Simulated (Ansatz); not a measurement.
# CoPtO2: the cost of one run

Program: Ansatz 0.2.0. Level of theory: DFT, PBE, PAW with Ansatz's default frozen-core files, scalar-relativistic. These are calculated values, not measurements.

**1. The structure to begin with**

It takes space group R-3m (No. 166, trigonal). The conventional cell has a = 2.825 Å, b = 2.825 Å, c = 17.818 Å, α = 90.00°, β = 90.00°, γ = 120.00°. Around Co (site symmetry -3m) lie 6 O at 1.90 Å. Pt (site symmetry -3m) is surrounded by 2 O at 2.00 Å. O (site symmetry 3m) has 3 Co at 1.90 Å and 1 Pt at 2.00 Å as nearest neighbours.

As a file:

```
Co Pt O
1.0
     1.41227    0.81537    5.93939
    -1.41227    0.81537    5.93939
     0.00000   -1.63075    5.93939
Co Pt O
1 1 2
Direct
  0.50000 0.50000 0.50000
  0.00000 0.00000 0.00000
  0.88776 0.88776 0.88776
  0.11224 0.11224 0.11224
```

Atoms are numbered in the order of the input: Co1, Pt2, O3, O4.

**2. Free moments from the typed start, PAW**

Contents of input.yaml:

```yaml
crystal:
  lattice:
    - [1.4122699173, 0.8153744169, 5.9393891094]
    - [-1.4122699173, 0.8153744169, 5.9393891094]
    - [0.0, -1.6307488338, 5.9393891094]
  atoms:
    - { symbol: Co, position: [0.5, 0.5, 0.5], spin: 2.0 }
    - { symbol: Pt, position: [0.0, 0.0, 0.0], spin: 0.6 }
    - { symbol: O, position: [0.88775597, 0.88775597, 0.88775597] }
    - { symbol: O, position: [0.11224403, 0.11224403, 0.11224403] }
magnetization:
  spin_polarized: true
kpoints:
  mp_grid: { grid: [12, 12, 12] }
scf:
  occupations: { method: fermi_dirac, width: 0.05 }
  lower_state_search: "off"
hamiltonian:
  xc: pbe
  pseudopotentials: { kind: paw }
output:
  forces: true
  stress: true
  eigenvalues: true
  populations: true
  dos: { projected: true, de: 0.1, e_range: [-8, 5] }
  write_density: true
  write_potential: true
  elf: true
  volumetric_format: npy
```

Started as:

```
> ansatz run input.yaml --threads 2 --pin off --max-ram 6144MiB --backend cpu --events-out ev --progress --plain --runs-dir out
```

What time and memory should one allow on 2 threads of AMD EPYC 7R43 (Zen 3), shared host?

About 21 s, with a peak of 0.58 GiB.
